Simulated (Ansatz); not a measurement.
# Antimony, dhcp under LDA: ground state and equation of state

The plan for antimony in the dhcp structure: relax it, solve it on a dense k-mesh, then scale the cell to 7 volumes from 88 to 112 % of the relaxed one and try a fit of the equation of state. Spin polarisation is left out. The k-meshes are 11×11×3 for the relaxation; 15×15×4 for the dense run; 13×13×4 for the volumes.

Program: Ansatz 0.2.0. Level of theory: DFT LDA (PW92), plane waves (420 eV) with PAW, scalar-relativistic; PAW files made under PBE, frozen cores solved again for the functional. These are calculated values, not measurements.

### 1 The system as given

The structure is hexagonal, space group P6_3/mmc (No. 194). Conventional cell: a = 3.375 Å, b = 3.375 Å, c = 11.023 Å, α = 90.00°, β = 90.00°, γ = 120.00°. Sb (site symmetry -3m) has 12 Sb at 3.37 Å as nearest neighbours. Around Sb (site symmetry -6m2) lie 12 Sb at 3.37 Å.

As a file:

```xyz
4
Lattice="3.3750 0.0000 0.0000 -1.6875 2.9228 0.0000 0.0000 0.0000 11.0226" Properties=species:S:1:pos:R:3 pbc="T T T"
Sb    0.0000    0.0000    0.0000
Sb    0.0000    0.0000    5.5113
Sb    0.0000    1.9485    2.7557
Sb    1.6875    0.9743    8.2670
```

### 2 Geometry optimisation

The input, input.yaml:

```yaml
crystal:
  lattice:
    - [3.3749600568, 0.0, 0.0]
    - [-1.6874800284, 2.922801146, 0.0]
    - [0.0, 0.0, 11.0226195456]
  atoms:
    - { symbol: Sb, position: [0.0, 0.0, 0.0] }
    - { symbol: Sb, position: [0.0, 0.0, 0.5] }
    - { symbol: Sb, position: [0.3333333333, 0.6666666667, 0.25] }
    - { symbol: Sb, position: [0.6666666667, 0.3333333333, 0.75] }
hamiltonian:
  xc: lda
  pseudopotentials:
    kind: paw
    azcp:
      Sb: "pseudopotentials/Sb.paw.azcp"
basis:
  ecutwfc: 420
  fft_grid_basis: typed
kpoints:
  mp_grid: { grid: [11, 11, 3], shift: [0, 0, 0] }
magnetization:
  spin_polarized: false
scf:
  occupations: { method: fermi_dirac, width: 0.1 }
relax:
  max_steps: 60
  f_tol: 0.01
  cell: {}
```

The run is started by

```
> ansatz run input.yaml --threads 2 --pin off --max-ram 5120MiB --backend cpu --events-out ev --progress --plain --runs-dir out
```

Further steps of the session: Dense single point; The cell scaled to 88 % of its volume; The cell scaled to 92 % of its volume; The cell scaled to 96 % of its volume; The cell scaled to 100 % of its volume; The cell scaled to 104 % of its volume; The cell scaled to 108 % of its volume; The cell scaled to 112 % of its volume.

Before running it: what results should come out? Wanted: space group; conventional cell; volume; shortest distance; gap on the mesh; relative to A7 rhombohedral; V₀, B₀, B₀′.

As calculated:

```
                      quantity                                    value
space group (spins left aside)                       P6_3/mmc (No. 194)
             conventional cell  a = 3.272 Å, c = 11.078 Å (c/a = 3.386)
                        volume                           25.673 Å³/atom
             shortest distance                                  3.272 Å
               gap on the mesh             none (levels filled in part)
   relative to A7 rhombohedral                            +254 meV/atom
                   V₀, B₀, B₀′              25.742 Å³/atom, 70 GPa, 4.5
```

What this shows: From the guessed start the volume shrank by 5.6 % in 6 steps. It lies 254 meV/atom above the element's reference form at the same level (A7 rhombohedral, from a run of its own), so it is far from stable. No gap shows: it is a metal or semimetal at this level. B₀ comes out at 70 GPa; letting shape and positions relax at each volume could only lower it. The symmetry was held, so the structure may be unstable against distortions that break it.
